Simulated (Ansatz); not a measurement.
**CH₅MoNS₂: how energies converge with the basis set**

The task here is to estimate one member of a computed series from the others.

The runs use Ansatz 0.2.0, Gaussian basis; one geometry, several basis sets.

The runs, in order: PBE0-D4/def2-SVP; ωB97M-V/def2-SVP; PBE0-D4/def2-QZVPP; ωB97M-V/def2-QZVPP; the functionals' def2-TZVPP values are taken from earlier runs.

## Structure used throughout

All runs share one geometry, relaxed beforehand with PBE0-D4 in a triple-zeta def2 set. Mo takes the def2 core potential; no spin-orbit term is included.

SMILES `[CH3][Mo]([NH2])(=[S])=[S]`, 10 atoms, charge 0, spin multiplicity 1.

Atoms are counted from 1 here; the program's logs count them from 0.

Bond lengths: C1–Mo2 2.098 Å, C1–H6 1.093 Å, C1–H7 1.093 Å, C1–H8 1.092 Å, Mo2–N3 1.904 Å, Mo2–S4 2.100 Å, Mo2–S5 2.100 Å, N3–H9 1.011 Å, N3–H10 1.011 Å. Angles: Mo2–C1–H6 108.9°, Mo2–C1–H7 108.9°, Mo2–C1–H8 109.9°, H6–C1–H7 110.0°, H6–C1–H8 109.5°, H7–C1–H8 109.5°, C1–Mo2–N3 106.5°, C1–Mo2–S4 105.4°, C1–Mo2–S5 105.4°, N3–Mo2–S4 112.6°, N3–Mo2–S5 112.6°, S4–Mo2–S5 113.5°, Mo2–N3–H9 123.4°, Mo2–N3–H10 123.4°, H9–N3–H10 111.4°.

Set-up of the first run:

in.yaml

```yaml
crystal:
  periodic: [false, false, false]
  atoms:
    - {symbol: C, position_ang: [-1.434966, -0.556608, -0.044573]}
    - {symbol: Mo, position_ang: [0.333031, 0.482021, -0.487825]}
    - {symbol: N, position_ang: [1.591788, 0.009327, 0.860051]}
    - {symbol: S, position_ang: [0.905861, -0.182155, -2.395998]}
    - {symbol: S, position_ang: [-0.186302, 2.516059, -0.429814]}
    - {symbol: H, position_ang: [-1.785381, -0.254039, 0.945304]}
    - {symbol: H, position_ang: [-1.228580, -1.629661, -0.057123]}
    - {symbol: H, position_ang: [-2.199011, -0.323737, -0.788529]}
    - {symbol: H, position_ang: [1.783657, 0.585378, 1.668214]}
    - {symbol: H, position_ang: [2.303000, -0.697684, 0.733194]}
basis:
  gaussian: {orbitals: def2-SVP}
hamiltonian: {xc: pbe0, dispersion: d4}
output: {orbitals: {seedname: orbitals}}
```

Command:

```
ansatz run in.yaml --threads 4 --pin off --events-out ev --progress --plain --max-ram 10444MiB
```

Steps of the session up to this table: PBE0-D4 in def2-SVP; ωB97M-V in def2-SVP; PBE0-D4 in def2-QZVPP; ωB97M-V in def2-QZVPP.

One of the session's tables, all rows but one given; the rest of the session is left out.

It belongs to the step «Functionals by basis». 

| functional | basis | HOMO (eV) | LUMO (eV) |
| --- | --- | --- | --- |
| PBE0-D4 | def2-SVP | -7.10 | -2.75 |
| PBE0-D4 | def2-TZVPP | -7.12 | -2.81 |
| PBE0-D4 | def2-QZVPP | -7.14 | -2.83 |
| ωB97M-V | def2-SVP | -9.06 | -0.70 |
| ωB97M-V | def2-TZVPP | -9.11 | -0.82 |
| ωB97M-V | def2-QZVPP | ? | ? |

**Question.** Estimate the row for ωB97M-V, def2-QZVPP.

The run gave: HOMO (eV): -9.14; LUMO (eV): -0.86. In the column «HOMO (eV)» it is the lowest.
